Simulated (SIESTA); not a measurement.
Here is a SIESTA 5.4.2 calculation.

The input InSb3.fdf:

```
SystemName                      InSb3
SystemLabel                     InSb3
NumberOfSpecies                 2
NumberOfAtoms                   4
%block ChemicalSpeciesLabel
  1  51 Sb
  2  49 In
%endblock ChemicalSpeciesLabel

LatticeConstant                 1.0 Ang
%block LatticeVectors
     0.0000000000     3.7945550000     3.7945550000
     3.7945550000     0.0000000000     3.7945550000
     3.7945550000     3.7945550000     0.0000000000
%endblock LatticeVectors
AtomicCoordinatesFormat         Fractional
%block AtomicCoordinatesAndAtomicSpecies
     0.5000000000     0.5000000000     0.5000000000  1  Sb
     0.7500000000     0.7500000000     0.7500000000  1  Sb
     0.2500000000     0.2500000000     0.2500000000  1  Sb
     0.0000000000     0.0000000000     0.0000000000  2  In
%endblock AtomicCoordinatesAndAtomicSpecies

%block kgrid.MonkhorstPack
    6   0   0  0.0
    0   6   0  0.0
    0   0   6  0.0
%endblock kgrid.MonkhorstPack
XC.Functional                   GGA
XC.Authors                      PBEsol
PAO.BasisSize                   DZP
PAO.EnergyShift                 0.003 Ry
Mesh.Cutoff                     500 Ry
OccupationFunction              FD
ElectronicTemperature           0.05 eV
MaxSCFIterations                120
SCF.MustConverge                false
SCF.Mixer.Method                Pulay
SCF.Mixer.Weight                0.25
SCF.Mixer.History               8
SCF.DM.Tolerance                5.0e-05
SCF.H.Tolerance                 1.0e-03 eV
WriteForces                     true
Charge.Mulliken                 end
BandLinesScale                  ReciprocalLatticeVectors
%block BandLines
    1    0.000000   0.000000   0.000000  \Gamma
   12    0.500000   0.000000   0.500000  X
    6    0.500000   0.250000   0.750000  W
    4    0.375000   0.375000   0.750000  K
   13    0.000000   0.000000   0.000000  \Gamma
   11    0.500000   0.500000   0.500000  L
    8    0.625000   0.250000   0.625000  U
    4    0.500000   0.250000   0.750000  W
    9    0.500000   0.500000   0.500000  L
    8    0.375000   0.375000   0.750000  K
    1    0.625000   0.250000   0.625000  U
    4    0.500000   0.000000   0.500000  X
%endblock BandLines
%block PAO.Basis
  Sb 4
  n=5 0 2
    5.972 0.000
  n=5 1 2
    7.842 0.000
  n=4 2 2
    3.490 0.000
  n=5 2 1
    7.842
  In 4
  n=5 0 2
    6.955 0.000
  n=5 1 2
    9.500 0.000
  n=4 2 2
    4.114 0.000
  n=5 2 1
    9.500
%endblock PAO.Basis
```

Potentials or basis: PseudoDojo 0.4 standard (PBEsol files), DZP (energy shift 0.003 Ry; two zetas on semicore shells).

Launch:

```sh
$ siesta InSb3.fdf > InSb3.out 2>&1
```

(1) What does it give for the pressure?

(2) What does it give for the band gap on the k mesh?

Results:

(1) -1.7 GPa.

(2) none (metal or under the smearing width).

Caveat: spin-orbit coupling is left out, which moves the levels of the heavy elements; the basis of atomic orbitals isn't converged, which shifts pressures, moduli and gaps.
